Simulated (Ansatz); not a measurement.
# H₅NOSSn: small, medium and large basis sets

One table from this session's results is given with a row withheld; the runs are named, their logs left out.

Method: one geometry, several basis sets; program: Ansatz 0.2.0, Gaussian basis.

The runs, in order: PBE0-D4/def2-SVP; ωB97M-V/def2-SVP; PBE0-D4/def2-QZVPP; ωB97M-V/def2-QZVPP; the functionals' def2-TZVPP values are taken from earlier runs.

### Structure used throughout

All runs share one geometry, relaxed beforehand with PBE0-D4 in a triple-zeta def2 set. Sn takes the def2 core potential; no spin-orbit term is included.

SMILES `[NH2][SnH]([OH])[SH]`, 9 atoms, charge 0, spin multiplicity 1.

Atoms are counted from 1 here; the program's logs count them from 0.

Bond lengths: N1–Sn2 2.007 Å, N1–H5 1.012 Å, N1–H6 1.012 Å, Sn2–O3 1.960 Å, Sn2–S4 2.411 Å, Sn2–H7 1.701 Å, O3–H8 0.961 Å, S4–H9 1.344 Å. Angles: Sn2–N1–H5 112.0°, Sn2–N1–H6 114.9°, H5–N1–H6 108.5°, N1–Sn2–O3 102.6°, N1–Sn2–S4 113.0°, N1–Sn2–H7 112.1°, O3–Sn2–S4 107.9°, O3–Sn2–H7 110.4°, S4–Sn2–H7 110.5°, Sn2–O3–H8 111.6°, Sn2–S4–H9 93.1°.

The first run:

in.yaml reads:

```yaml
crystal:
  periodic: [false, false, false]
  atoms:
    - {symbol: N, position_ang: [-0.009123, 0.817273, -1.665502]}
    - {symbol: Sn, position_ang: [0.441228, 0.026447, 0.123394]}
    - {symbol: O, position_ang: [0.472262, -1.895962, -0.255353]}
    - {symbol: S, position_ang: [-1.258363, 0.426904, 1.785889]}
    - {symbol: H, position_ang: [-0.639933, 0.226380, -2.192509]}
    - {symbol: H, position_ang: [-0.396322, 1.751195, -1.632501]}
    - {symbol: H, position_ang: [1.959504, 0.545391, 0.688257]}
    - {symbol: H, position_ang: [-0.108790, -2.381670, 0.335464]}
    - {symbol: H, position_ang: [-0.371962, 0.437642, 2.795761]}
basis:
  gaussian: {orbitals: def2-SVP}
hamiltonian: {xc: pbe0, dispersion: d4}
output: {orbitals: {seedname: orbitals}}
```

Steps of the session up to this table: PBE0-D4 in def2-SVP; ωB97M-V in def2-SVP; PBE0-D4 in def2-QZVPP; ωB97M-V in def2-QZVPP.

One of the session's tables, all rows but one given; the rest of the session is left out.

It belongs to the step «Density functionals: the series». 

| functional | basis | HOMO (eV) |
| --- | --- | --- |
| PBE0-D4 | def2-SVP | -7.25 |
| PBE0-D4 | def2-TZVPP | -7.48 |
| PBE0-D4 | def2-QZVPP | ? |
| ωB97M-V | def2-SVP | -9.48 |
| ωB97M-V | def2-TZVPP | -9.72 |
| ωB97M-V | def2-QZVPP | -9.77 |

Q: Estimate the row for PBE0-D4, def2-QZVPP from the others.

The run gave: HOMO (eV): -7.52. In the column «HOMO (eV)» it lies between ωB97M-V, def2-SVP (-9.48) and PBE0-D4, def2-TZVPP (-7.48).
